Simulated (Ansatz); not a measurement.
# CH₆SSiSn: one species, many methods

How much do the methods differ for CH₆SSiSn? The plan is to run it at one geometry with functionals of several rungs and with coupled cluster. The yardstick is the atomisation energy at the CCSD(T) limit.

Program: Ansatz 0.2.0, Gaussian basis. Level of theory: functionals in def2-TZVPP, the program's frozen cores in correlated methods. These are calculated values, not measurements.

Plan: PBE-D4, r2SCAN-D4, PBE0-D4, B3LYP-D4, ωB97X-V, ωB97M-V, B2PLYP; CCSD(T)/def2-TZVPP; MP2/def2-QZVPP; extrapolation to the limit.

## (1) The relaxed structure

The geometry comes from an earlier relaxation with PBE0-D4 in a triple-zeta def2 set; it is a stationary point, not always the lowest conformer. Sn takes the def2 core potential; no spin-orbit term is included.

SMILES `S=C[SiH2][SnH3]`, 10 atoms, charge 0, spin multiplicity 1.

Atoms are counted from 1 here; the program's logs count them from 0.

Bond lengths: S1–C2 1.613 Å, C2–Si3 1.875 Å, C2–H5 1.095 Å, Si3–Sn4 2.572 Å, Si3–H6 1.483 Å, Si3–H7 1.490 Å, Sn4–H8 1.707 Å, Sn4–H9 1.705 Å, Sn4–H10 1.707 Å. Angles: S1–C2–Si3 123.7°, S1–C2–H5 118.8°, Si3–C2–H5 117.5°, C2–Si3–Sn4 106.8°, C2–Si3–H6 109.7°, C2–Si3–H7 109.7°, Sn4–Si3–H6 111.0°, Sn4–Si3–H7 109.0°, H6–Si3–H7 110.6°, Si3–Sn4–H8 109.9°, Si3–Sn4–H9 109.9°, Si3–Sn4–H10 110.7°, H8–Sn4–H9 108.7°, H8–Sn4–H10 108.5°, H9–Sn4–H10 109.1°.

## (2) PBE-D4 (GGA)

Input file in.yaml:

```yaml
crystal:
  periodic: [false, false, false]
  atoms:
    - {symbol: S, position_ang: [-2.525697, 1.235121, -1.204066]}
    - {symbol: C, position_ang: [-1.084750, 0.559080, -1.465170]}
    - {symbol: Si, position_ang: [0.421776, 0.876059, -0.395476]}
    - {symbol: Sn, position_ang: [0.561569, -1.065220, 1.285839]}
    - {symbol: H, position_ang: [-0.982178, -0.164946, -2.280384]}
    - {symbol: H, position_ang: [0.273318, 2.174249, 0.304904]}
    - {symbol: H, position_ang: [1.648067, 0.873855, -1.241076]}
    - {symbol: H, position_ang: [0.634069, -2.553309, 0.451938]}
    - {symbol: H, position_ang: [-0.819286, -1.065505, 2.286466]}
    - {symbol: H, position_ang: [1.956112, -0.920483, 2.260024]}
basis:
  gaussian: {orbitals: def2-TZVPP}
hamiltonian: {xc: pbe, dispersion: d4}
output: {forces: true, orbitals: {seedname: orbitals}}
```

Run with:

```sh
> ansatz run in.yaml --threads 4 --pin off --events-out ev --progress --plain --max-ram 10444MiB
```

After this run come: r2SCAN-D4 (meta-GGA); PBE0-D4 (hybrid); B3LYP-D4 (hybrid); ωB97X-V (range-separated); ωB97M-V (range-separated); B2PLYP (double hybrid); CCSD(T) in def2-TZVPP; MP2 in def2-QZVPP.

**Question.** What will the summary of the whole plan be? Wanted: atomisation energy, CCSD(T)/CBS; farthest; mean size of error, hybrid; mean size of error, range-separated; gap, smallest and largest; T1 diagnostic; triples share of the correlation energy.

The runs gave:

| quantity | value |
| --- | --- |
| atomisation energy, CCSD(T)/CBS | 693.3 kcal/mol |
| functionals within 6.9 kcal/mol (1.0 %) | PBE-D4, r2SCAN-D4, B3LYP-D4, ωB97X-V, ωB97M-V |
| farthest | B2PLYP (-16.5 kcal/mol) |
| mean size of error, hybrid | 7.1 kcal/mol |
| mean size of error, range-separated | 2.5 kcal/mol |
| gap, smallest and largest | 1.54 eV (PBE-D4), 8.11 eV (ωB97X-V) |
| T1 diagnostic | 0.0152 |
| triples share of the correlation energy | 4.0 % |

In words: PBE-D4 misses by +0.4 kcal/mol. Double hybrids carry the basis error of their MP2 part in triple zeta, and no dispersion term here, so their miss is partly the set-up's. Misses under about 6.9 kcal/mol are within the doubt on the reference itself, which lacks core-valence correlation, spin-orbit coupling and higher excitations, and its outer-core shells are covered unevenly. All levels share the lack of spin-orbit coupling, which lowers the free heavy atoms and so the true binding. Hartree-Fock recovers 70 % of the binding; the rest is correlation. Orbital gaps span 1.5 to 8.1 eV; exact exchange widens them. The restricted reference is unstable towards a spin-broken one. Correlated methods include outer-core shells of Sn, which these sets cover unevenly.
